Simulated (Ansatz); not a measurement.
Task: harmonic frequencies at the relaxed geometry of B2F2H2 (charge -1), SMILES [BH2-]B(F)F, with the Python package of Ansatz (0.2.0). Give the script and its output. Level of theory (for the species named): B3LYP, def2-SVP basis, multiplicity 2.

```xyz
6

B    -0.8879   -0.1143   -0.3452
B     0.7479   -0.0106   -0.0427
F     1.5795   -1.1851   -0.1649
F     1.3352    1.2520    0.3414
H    -1.3931    0.9539   -0.1944
H    -1.3817   -0.8959    0.4058
```

`b2f2h2.py`:
```python
"""Vibrations of B2F2H2(-)."""

import itertools

import ansatz as az
from ase.data import atomic_numbers, covalent_radii
import numpy as np

geometry_ang = [
    ("B", (-0.8879, -0.1143, -0.3452)),
    ("B", (0.7479, -0.0106, -0.0427)),
    ("F", (1.5795, -1.1851, -0.1649)),
    ("F", (1.3352, 1.252, 0.3414)),
    ("H", (-1.3931, 0.9539, -0.1944)),
    ("H", (-1.3817, -0.8959, 0.4058)),
]
geometry = az.Crystal.molecule()
for symbol, xyz in geometry_ang:
    geometry = geometry.atom(symbol, xyz)

model = geometry.calculation()
model = model.basis(gaussian="def2-SVP")
model = model.functional("b3lyp")
model = model.charge(-1).spin("collinear", total=1)
symbols = [site.symbol for site in geometry.cartesian_sites]
start = np.array([site.position_ang for site in geometry.cartesian_sites], dtype=float)
report = model.relax(force_tolerance=0.003, max_steps=100).run(threads=1, backend="cpu").report
end = np.array(report["positions_ang"])

# pairs closer than 1.2 times the sum of covalent radii, before or after
radius = [covalent_radii[atomic_numbers[s]] for s in symbols]
span = lambda where, i, j: np.linalg.norm(where[i] - where[j])
bonded = [(i, j) for i, j in itertools.combinations(range(len(symbols)), 2) if min(span(start, i, j), span(end, i, j)) < 1.2 * (radius[i] + radius[j])]
print("pair        before    after (A)")
for i, j in bonded:
    print(f"{symbols[i]}{i}-{symbols[j]}{j}".ljust(10), f"{span(start, i, j):8.4f} {span(end, i, j):8.4f}")

# same settings at the minimum
minimum = az.Crystal.molecule()
for symbol, place in zip(symbols, end):
    minimum = minimum.atom(symbol, place.tolist())
vibrating = minimum.calculation()
vibrating = vibrating.basis(gaussian="def2-SVP").functional("b3lyp")
vibrating = vibrating.charge(-1).spin("collinear", total=1)
vibrating = vibrating.phonons(temperatures=(298.15, 498.15, 100))
vib = vibrating.run(threads=1, backend="cpu").report["vibrations"]
sums = vib["harmonic_sums"]
modes = [m["omega_inv_cm"] for m in sums["modes_at_gamma"] if m["rigid_motion"] == "no"]
print("frequencies (1/cm):", " ".join(f"{w:.0f}" for w in modes))
print("imaginary modes:", sum(w < 0 for w in modes), " zero-point energy:", round(sums["zero_point_energy_ev"], 4), "eV")
print("T (K)   F_vib (eV)   S_vib (meV/K)   C_vib (meV/K)")
for row in zip(sums["temperatures_k"], sums["vibrational_free_energy_ev"], vib["entropy_ev_per_k"], vib["heat_capacity_ev_per_k"]):
    print(f"{row[0]:6.1f} {row[1]:11.4f} {1000 * row[2]:13.4f} {1000 * row[3]:15.4f}")
```

Output of `python b2f2h2.py`:
```text
pair        before    after (A)
B0-B1        1.6668   1.6466
B0-H4        1.1912   1.2286
B0-H5        1.1911   1.2286
B1-F2        1.4443   1.3782
B1-F3        1.4445   1.3782
frequencies (1/cm): 281 332 482 517 681 708 727 1126 1169 1274 2412 2450
imaginary modes: 0  zero-point energy: 0.7538 eV
T (K)   F_vib (eV)   S_vib (meV/K)   C_vib (meV/K)
 298.1      0.7326        0.2228          0.3873
 398.1      0.7038        0.3528          0.5116
 498.1      0.6622        0.4779          0.6045
```

Reading the output:
- The frequencies are harmonic and unscaled, in a modest basis. The result belongs to the one conformer reached from this start, and soft torsions count as harmonic oscillators.
- The species is open-shell (spin multiplicity 2).
- b3lyp holds the VWN-RPA fit, as in Gaussian; the form of ORCA and Turbomole is b3lyp5.
- Anions want diffuse functions, which this basis lacks.
- Timing: 62 s on 1 thread of Intel(R) Xeon(R) Platinum 8488C (Sapphire Rapids) (shared host), peak memory 0.24 GiB.

(A comment or docstring line of the script was reworded after the run, the code is as it ran; lines on the test bed's own set-up are left out of the output.)
